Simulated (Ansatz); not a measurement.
H₃IOSi, SMILES O[SiH2]I, the interaction energy of a dimer with the counterpoise correction

Computed with Ansatz 0.2.0, Python API.

Notebook, run cell by cell (the value of a cell's last expression is shown):

```python
import ansatz as az
```

```python
FIRST = [
    ("O", (-1.314, -0.1672, -0.03)),
    ("Si", (0.2052, 0.3021, 0.2664)),
    ("I", (1.5891, -1.1262, -1.1283)),
    ("H", (-1.4031, -0.8254, -0.6919)),
    ("H", (0.4161, 1.718, -0.115)),
    ("H", (0.5068, 0.0989, 1.699)),
]
SECOND = [
    ("O", (2.7381, 4.2748, -2.4022)),
    ("Si", (1.6408, 3.2708, -1.7667)),
    ("I", (0.5978, 2.1883, -3.6748)),
    ("H", (2.8244, 4.2282, -3.3348)),
    ("H", (2.2803, 2.2473, -0.9075)),
    ("H", (0.6532, 4.0543, -0.9951)),
]

def energy(atoms, ghosts=()):
    molecule = az.Crystal.molecule()
    for symbol, xyz in atoms:
        molecule = molecule.atom(symbol, xyz)
    calc = (
        molecule.calculation()
        .basis(gaussian="def2-SVPD")
        .functional("pbe0")
    )
    deck = calc.input()
    if ghosts:
        deck = deck.set(az.key.basis.gaussian.ghost_atoms, [{"symbol": s, "position_ang": list(xyz)} for s, xyz in ghosts])
    return az.Session.from_dict(deck).plan().execute().report["free_energy_ev"]
```

```python
# ghost atoms carry the functions of the partner
both = energy(FIRST + SECOND)
alone = energy(FIRST) + energy(SECOND)
ghosted = energy(FIRST, SECOND) + energy(SECOND, FIRST)
print(f"dimer {both:.6f} eV")
print(f"interaction, uncorrected   {(both - alone):8.3f} eV")
print(f"interaction, counterpoise  {(both - ghosted):8.3f} eV")
print(f"basis-set superposition    {(alone - ghosted):8.3f} eV")
```

    dimer -36134.571910 eV
    interaction, uncorrected      0.052 eV
    interaction, counterpoise     0.105 eV
    basis-set superposition       0.053 eV

Uncorrected it is 0.052 eV, with the counterpoise correction 0.105 eV; the difference, 0.05 eV, is the superposition error. In this basis both values are repulsive.

Caveats:
- Total energies depend on the basis set; only differences at equal settings carry meaning.
- The dimer is a generated trial pose of unrelaxed monomers, not a minimum, so the figure is no binding energy, and the basis set is small.
- def2 sets replace the cores of elements past krypton by effective core potentials.
- This level lacks the dispersion part of the attraction (electrostatics and induction are there), which can decide the sign where the interaction is weak.
- Finished in 46 s on 1 thread of Arm Neoverse V2, with other jobs on the host, peak memory 0.78 GiB.
